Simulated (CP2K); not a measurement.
**singlet CH4ClGeO+ at AM1**

Wanted: the energy of singlet CH4ClGeO+. 

The calculation is run with CP2K 2026.2.

3 further runs of the same task are left out: 3 that didn't finish.

## 1. Starting point

CH4ClGeO+ has 8 atoms, charge +1, and is taken as a singlet. SMILES of the parent species: `[CH3][Ge]([OH])[Cl]`. The shape is that of a PBE0-D4/def2-TZVP optimisation. This is one conformer, not always the lowest. That shape belongs to the parent species and isn't relaxed for this state.

Bond lengths: C1–Ge2 1.958 Å, Ge2–O3 1.780 Å, Ge2–Cl4 2.184 Å, C1–H5 1.090 Å, C1–H6 1.092 Å, C1–H7 1.089 Å, O3–H8 0.961 Å. Angles: C1–Ge2–O3 104.8°, C1–Ge2–Cl4 109.0°, O3–Ge2–Cl4 106.9°, Ge2–C1–H5 109.2°, Ge2–C1–H6 107.2°, Ge2–C1–H7 109.9°, Ge2–O3–H8 113.2°, H5–C1–H6 110.0°, H5–C1–H7 110.2°, H6–C1–H7 110.2°.

## 2. A single-point energy at AM1

gas.inp

```
&global
  project gas
  run_type ENERGY
  print_level MEDIUM
&end
&force_eval
  method QUICKSTEP
  &dft
    charge 1
    multiplicity 1
    &qs
      method AM1
      eps_default 1.0E-10
      &se
        &coulomb
          cutoff [angstrom] 50
          rc_range [angstrom] 0
        &end
        &exchange
          cutoff [angstrom] 50
          rc_range [angstrom] 0
        &end
      &end
    &end
    &poisson
      periodic NONE
      poisson_solver ANALYTIC
    &end
    &scf
      scf_guess ATOMIC
      eps_scf 1.0E-07
      max_scf 100
      added_mos 2
      &diagonalization
        algorithm STANDARD
      &end
      &mixing
        method DIRECT_P_MIXING
        alpha 0.4
      &end
    &end
    # extra output
    &print
      &moments
        periodic F
        reference COM
        max_moment 1
      &end
      &mo ON
        energies T
        occupation_numbers T
        ndigits 6
        &each
          qs_scf 0
        &end
        add_last NUMERIC
      &end
      &hirshfeld OFF
      &end
    &end
  &end
  # atoms, cell and kinds
  &subsys
    # box in angstrom
    &cell
      abc [angstrom] 14.2 16.3 14.5
      periodic NONE
    &end
    &coord
      C      7.340100     9.673600     7.574750
      Ge     6.608600     7.885000     7.893350
      O      7.984700     6.933900     8.500650
      Cl     6.023000     7.006400     5.981250
      H      7.689600    10.090900     8.518750
      H      8.177000     9.561100     6.883050
      H      6.575300    10.314700     7.139750
      H      7.854700     5.985300     8.417750
    &end
  &end
&end
```

The run is started by

```console
$ OMP_NUM_THREADS=1 cp2k.psmp -i gas.inp -o gas.out
```

What values should one expect? Wanted: total energy; HOMO energy; LUMO energy; HOMO–LUMO gap; heat of formation.

Answer, from the run:

Level: AM1.

```
         quantity           value
     total energy    -34.98896 Eh
      HOMO energy       -17.18 eV
      LUMO energy        -9.06 eV
    HOMO–LUMO gap         8.12 eV
heat of formation  126.3 kcal/mol
```
